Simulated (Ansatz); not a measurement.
# C2H5AlBF: the cost of one run

The runs use Ansatz 0.2.0, Gaussian basis; the settings change from run to run.

**1. The relaxed structure**

The structure was relaxed beforehand with PBE0-D4 in a triple-zeta def2 set.

SMILES `C[B]1[AlH][CH]1F`, 10 atoms, charge 0, spin multiplicity 1.

Atoms are counted from 1 here; the program's logs count them from 0.

Bond lengths: C1–B2 1.561 Å, C1–H6 1.093 Å, C1–H7 1.094 Å, C1–H8 1.093 Å, B2–Al3 1.979 Å, B2–C4 1.460 Å, Al3–C4 2.152 Å, Al3–H9 1.590 Å, C4–F5 1.357 Å, C4–H10 1.119 Å. Angles: B2–C1–H6 111.9°, B2–C1–H7 111.3°, B2–C1–H8 111.4°, H6–C1–H7 107.8°, H6–C1–H8 107.8°, H7–C1–H8 106.5°, C1–B2–Al3 149.9°, C1–B2–C4 134.3°, Al3–B2–C4 75.8°, B2–Al3–C4 41.1°, B2–Al3–H9 162.7°, C4–Al3–H9 121.6°, B2–C4–Al3 63.1°, B2–C4–F5 127.3°, B2–C4–H10 128.4°, Al3–C4–F5 169.6°, Al3–C4–H10 65.4°, F5–C4–H10 104.2°.

**2. wPBEh/6-31++G****

Set apart from the defaults: atoms shaken by 0.08 Å, high accuracy.

File in.yaml:

```yaml
crystal:
  periodic: [false, false, false]
  atoms:
    - {symbol: C, position_ang: [-1.673430, 0.190014, 0.120190]}
    - {symbol: B, position_ang: [-0.132254, -0.069039, -0.149240]}
    - {symbol: Al, position_ang: [1.347741, -0.806637, -1.524038]}
    - {symbol: C, position_ang: [1.049275, 0.224511, 0.596612]}
    - {symbol: F, position_ang: [0.961399, 0.611490, 1.910648]}
    - {symbol: H, position_ang: [-1.836624, 0.661662, 1.160792]}
    - {symbol: H, position_ang: [-2.199662, 0.940444, -0.607356]}
    - {symbol: H, position_ang: [-2.349946, -0.828132, -0.047310]}
    - {symbol: H, position_ang: [2.772783, -1.234994, -1.703868]}
    - {symbol: H, position_ang: [2.191677, -0.088036, 0.313849]}
basis:
  gaussian: {orbitals: "6-31++G**"}
hamiltonian: {xc: {name: wPBEh}}
accuracy: high
output: {forces: true}
```

Started as:

```sh
ansatz run in.yaml --threads 2 --pin off --events-out ev --progress --plain --max-ram 4352MiB
```

Q: Estimate wall time and peak memory on 2 threads of Arm Neoverse V2, shared host.

About 12 s, with a peak of 0.56 GiB.
